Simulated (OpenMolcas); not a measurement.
**AlGeNH4O (SMILES [NH2][GeH]1[O][AlH]1) at 6 levels**

We compute a comparison of 6 runs (HF/STO-3G, HF/6-31G*, M06-2X/6-31G*, PBE/6-31G*, PBE0/6-31G*, r2SCAN/6-31G*) of AlGeNH4O. 

The calculation is run with OpenMolcas 26.06.

## Step 1: Starting point

AlGeNH4O: 8 atoms, total charge 0, spin state singlet. SMILES: `[NH2][GeH]1[O][AlH]1`. The N1–H5 distance was set to 1.514 Å, away from the relaxed value. At this shape a bond of the SMILES string is far longer than usual.

Bond lengths: N1–Ge2 1.822 Å, Ge2–O3 1.896 Å, Ge2–Al4 2.331 Å, O3–Al4 1.699 Å, N1–H6 1.008 Å, Ge2–H7 1.543 Å, Al4–H8 1.577 Å. Some angles: N1–Ge2–O3 114.7°, N1–Ge2–Al4 126.9°, O3–Ge2–Al4 46.0°, Ge2–O3–Al4 80.7°, Ge2–Al4–O3 53.4°, N1–Ge2–H7 103.9°, O3–Ge2–H7 108.8°, Al4–Ge2–H7 128.4°, Ge2–N1–H6 117.5°, Ge2–Al4–H8 168.5°. A long bond or contact: N1–H5 1.514 Å.

## Step 2: A single-point energy at HF/STO-3G (run 1)

The input, job.input:

```
>>> EXPORT MOLCAS_PRINT=2

&GATEWAY
  BasLib
  $CurrDir
  BasisSet
  N.STO-3G....
  N1 -1.169755 0.857386 0.465649 angstrom
  End of Basis
  BasisSet
  Ge.STO-3G....
  Ge2 0.070045 -0.472914 0.578149 angstrom
  End of Basis
  BasisSet
  O.STO-3G....
  O3 1.008445 -0.819014 -1.032251 angstrom
  End of Basis
  BasisSet
  Al.STO-3G....
  Al4 0.262445 -2.329914 -0.817851 angstrom
  End of Basis
  BasisSet
  H.STO-3G....
  H5 -0.662600 2.276400 0.611900 angstrom
  H6 -1.851155 0.798186 -0.274851 angstrom
  H7 1.068845 0.038886 1.636649 angstrom
  H8 0.182645 -3.717114 -1.564351 angstrom
  End of Basis

&SEWARD

&SCF
  Thresholds
  1e-10 1e-07 1e-07 1e-05
  PrOrbitals
  1 2
```

The basis set STO-3G is read from a file made from the Basis Set Exchange's data (not shown).

Command:

```sh
$ export MOLCAS_MEM=1860
$ pymolcas job.input > job.log
```

What it wrote:

```text
--- Start Module: gateway ---
[...]
--- Stop Module: gateway /rc=_RC_ALL_IS_WELL_ ---
--- Start Module: seward ---
[...]
      Basis functions           41
--- Stop Module: seward /rc=_RC_ALL_IS_WELL_ ---
[...]
--- Start Module: scf ---
[...]
       Convergence after  16 Iterations
[...]
::    Total SCF energy                              -2420.5358057165
[...]
      Total spin, S                                     0.0000000000
[...]
      Total electronic charge=   64.000000
      Total            charge=   -0.000000
[...]
      Dipole Moment (debye):
      Origin of the operator (angstrom)=    0.0796   -0.7376    0.0822
                   X= -5.9011E-01               Y= -3.6591E+00               Z= -1.0161E+00           Total=  3.8431E+00
      Quadrupole Moment (debye*angstrom):
[...]
--- Stop Module: scf /rc=_RC_ALL_IS_WELL_ ---
[...]
```

Wall time 3.6 s (1 thread of AMD EPYC 7R43 (Zen 3), shared host); peak memory 0.37 GiB.

## Step 3: The energy at HF/6-31G(d) (spherical functions) (run 2)

The input, mol.input:

```
* AlGeH4NO Hartree-Fock
>>> EXPORT MOLCAS_PRINT=2

&gateway
 baslib = $CurrDir
 coord
 8
 angstrom
 N       -1.169755       0.857386       0.465649
 Ge       0.070045      -0.472914       0.578149
 O        1.008445      -0.819014      -1.032251
 Al       0.262445      -2.329914      -0.817851
 H       -0.662600       2.276400       0.611900
 H       -1.851155       0.798186      -0.274851
 H        1.068845       0.038886       1.636649
 H        0.182645      -3.717114      -1.564351
 basis = 6-31Gs
 group = NoSym

&seward

&scf
 thresholds = 1e-10 1e-07 1e-07 1e-05
 prorbitals = 0
```

The basis set 6-31G* is read from a file made from the Basis Set Exchange's data (not shown).

Command:

```sh
$ export MOLCAS_MEM=1860
$ pymolcas mol.input > mol.log
```

What it wrote:

```text
--- Start Module: gateway ---
[...]
--- Stop Module: gateway /rc=_RC_ALL_IS_WELL_ ---
--- Start Module: seward ---
[...]
      Basis functions           86
--- Stop Module: seward /rc=_RC_ALL_IS_WELL_ ---
[...]
--- Start Module: scf ---
[...]
       Convergence after  17 Iterations
[...]
::    Total SCF energy                              -2448.5299233055
[...]
      Total spin, S                                     0.0000000000
[...]
      Total electronic charge=   64.000000
      Total            charge=   -0.000000
[...]
      Dipole Moment (debye):
      Origin of the operator (angstrom)=    0.0796   -0.7376    0.0822
                   X= -1.1742E+00               Y= -1.5057E+00               Z=  2.6964E-02           Total=  1.9096E+00
      Quadrupole Moment (debye*angstrom):
[...]
--- Stop Module: scf /rc=_RC_ALL_IS_WELL_ ---
[...]
```

It took 12 s on 1 thread of AMD EPYC 7R43 (Zen 3), shared host; peak memory 0.47 GiB.

Runs 3 to 5 aren't shown in full; the table further down has their settings and results.

## Step 4: A single-point energy at r2SCAN/6-31G(d) (spherical functions) (run 6)

The input, calc.input:

```
* AlGeH4NO Kohn-Sham DFT

&GATEWAY
 BASLIB=$CurrDir
 BASISSET
 N.6-31Gs....
 N1 -1.169755 0.857386 0.465649 angstrom
 End of Basis
 BASISSET
 Ge.6-31Gs....
 Ge2 0.070045 -0.472914 0.578149 angstrom
 End of Basis
 BASISSET
 O.6-31Gs....
 O3 1.008445 -0.819014 -1.032251 angstrom
 End of Basis
 BASISSET
 Al.6-31Gs....
 Al4 0.262445 -2.329914 -0.817851 angstrom
 End of Basis
 BASISSET
 H.6-31Gs....
 H5 -0.662600 2.276400 0.611900 angstrom
 H6 -1.851155 0.798186 -0.274851 angstrom
 H7 1.068845 0.038886 1.636649 angstrom
 H8 0.182645 -3.717114 -1.564351 angstrom
 End of Basis

&SEWARD
 GRIDINPUT
 Grid=UltraFine
 End of Grid

&SCF
 KSDFT=2
 1.0 MGGA_X_R2SCAN
 1.0 MGGA_C_R2SCAN
 THRESHOLDS=1e-10 1e-07 1e-07 1e-05
 PRORBITALS=1
```

The basis set 6-31G* is read from a file made from the Basis Set Exchange's data (not shown).

Command:

```sh
$ export MOLCAS_MEM=1860
$ pymolcas calc.input > calc.log
```

What it wrote:

```text
--- Start Module: gateway ---
[...]
--- Stop Module: gateway /rc=_RC_ALL_IS_WELL_ ---
--- Start Module: seward ---
[...]
      Basis functions           86
--- Stop Module: seward /rc=_RC_ALL_IS_WELL_ ---
[...]
--- Start Module: scf ---
[...]
       Convergence after  19 Iterations
[...]
::    Total KS-DFT energy                           -2451.3402254029
[...]
      Total spin, S                                     0.0000000000
[...]
      Total electronic charge=   64.000000
      Total            charge=   -0.000000
[...]
      Dipole Moment (debye):
      Origin of the operator (angstrom)=    0.0796   -0.7376    0.0822
                   X= -9.0815E-01               Y= -1.0106E+00               Z= -3.1744E-01           Total=  1.3953E+00
      Quadrupole Moment (debye*angstrom):
[...]
--- Stop Module: scf /rc=_RC_ALL_IS_WELL_ ---
[...]
```

It took 47 s on 1 thread of AMD EPYC 7R43 (Zen 3), shared host; peak memory 0.47 GiB.

## Step 5: All runs side by side

| run | level | integration grid | energy (Eh) | dipole moment (D) | HOMO energy (eV) | LUMO energy (eV) | wall time |
| --- | --- | --- | --- | --- | --- | --- | --- |
| 1 | HF/STO-3G | – | -2420.535806 | 3.84 | -4.61 | 6.94 | 3.6 s |
| 2 | HF/6-31G* (spherical functions) | – | -2448.529923 | 1.91 | -8.62 | 1.30 | 12 s |
| 3 | M06-2X/6-31G* (spherical functions) | UltraFine | -2451.362028 | 1.40 | -7.20 | -0.72 | 39 s |
| 4 | PBE/6-31G* (spherical functions) | UltraFine | -2450.855942 | 1.25 | -5.16 | -2.35 | 41 s |
| 5 | PBE0/6-31G* (spherical functions) | UltraFine | -2450.923802 | 1.39 | -6.23 | -1.50 | 33 s |
| 6 | r2SCAN/6-31G* (spherical functions) | UltraFine | -2451.340225 | 1.40 | -5.38 | -2.16 | 47 s |

## Step 6: Summary of results

| quantity | value |
| --- | --- |
| run 6: total energy | -2451.34023 Eh |
| run 6: dipole moment | 1.40 D |
| run 6: HOMO energy | -5.38 eV |
| run 6: LUMO energy | -2.16 eV |
| run 6: HOMO–LUMO gap | 3.22 eV |

What this shows: The dipole moment (its size) runs from 1.25 D (PBE/6-31G*) to 3.84 D (HF/STO-3G). The two ends differ in method and basis. The HOMO–LUMO gap runs from 2.82 eV (PBE/6-31G*) to 11.55 eV (HF/STO-3G). Totals of different functionals can't be ranked against each other. In run 1 the basis is minimal, so the values are rough. All runs together took 2.9 min, the longest 47 s.
